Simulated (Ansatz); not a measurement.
**C₂H₂ClFGaN: basis-set convergence**

An exercise on one series of results from a longer session: the logs are not shown, and one member is left open.

Method: one geometry, several basis sets; program: Ansatz 0.2.0, Gaussian basis.

Plan: PBE0-D4/def2-SVP; ωB97M-V/def2-SVP; PBE0-D4/def2-QZVPP; ωB97M-V/def2-QZVPP; the functionals' def2-TZVPP values are taken from earlier runs.

### Structure used throughout

The geometry comes from an earlier relaxation with PBE0-D4 in a triple-zeta def2 set; it is a stationary point, not always the lowest conformer.

8 atoms, charge 0, spin multiplicity 1.

Atoms are counted from 1 here; the program's logs count them from 0.

Bond lengths: F1–C2 1.329 Å, C2–C3 1.348 Å, C2–Ga5 1.944 Å, C3–N4 1.418 Å, C3–H7 1.088 Å, N4–Ga5 1.920 Å, N4–H8 1.013 Å, Ga5–Cl6 2.114 Å. Angles: F1–C2–C3 127.3°, F1–C2–Ga5 144.3°, C3–C2–Ga5 87.6°, C2–C3–N4 112.5°, C2–C3–H7 126.4°, N4–C3–H7 121.0°, C3–N4–Ga5 86.6°, C3–N4–H8 114.2°, Ga5–N4–H8 124.4°, C2–Ga5–N4 73.0°, C2–Ga5–Cl6 152.8°, N4–Ga5–Cl6 134.1°.

The first run:

in.yaml

```yaml
crystal:
  periodic: [false, false, false]
  atoms:
    - {symbol: F, position_ang: [2.293070, 0.927144, 0.221653]}
    - {symbol: C, position_ang: [1.042643, 0.487793, 0.126058]}
    - {symbol: C, position_ang: [0.623561, -0.792681, 0.150351]}
    - {symbol: N, position_ang: [-0.730787, -0.927612, -0.248098]}
    - {symbol: Ga, position_ang: [-0.776888, 0.989767, -0.339648]}
    - {symbol: Cl, position_ang: [-2.295981, 2.409558, -0.723336]}
    - {symbol: H, position_ang: [1.231956, -1.666642, 0.375874]}
    - {symbol: H, position_ang: [-1.295375, -1.484528, 0.381446]}
basis:
  gaussian: {orbitals: def2-SVP}
hamiltonian: {xc: pbe0, dispersion: d4}
output: {orbitals: {seedname: orbitals}}
```

On the command line:

```bash
ansatz run in.yaml --threads 4 --pin off --events-out ev --progress --plain --max-ram 10444MiB
```

Among the steps run: PBE0-D4 in def2-SVP; ωB97M-V in def2-SVP; PBE0-D4 in def2-QZVPP; ωB97M-V in def2-QZVPP.

One of the session's tables, all rows but one given; the rest of the session is left out.

It belongs to the step «Functionals by basis». 

| functional | basis | HOMO (eV) | LUMO (eV) |
| --- | --- | --- | --- |
| PBE0-D4 | def2-SVP | -6.01 | -1.45 |
| PBE0-D4 | def2-TZVPP | -6.19 | -1.56 |
| PBE0-D4 | def2-QZVPP | -6.25 | -1.60 |
| ωB97M-V | def2-SVP | -8.18 | 0.39 |
| ωB97M-V | def2-TZVPP | ? | ? |
| ωB97M-V | def2-QZVPP | -8.45 | 0.13 |

Estimate the missing values for ωB97M-V, def2-TZVPP.

The run gave: HOMO (eV): -8.39; LUMO (eV): 0.24. In the column «HOMO (eV)» it lies between ωB97M-V, def2-QZVPP (-8.45) and ωB97M-V, def2-SVP (-8.18).
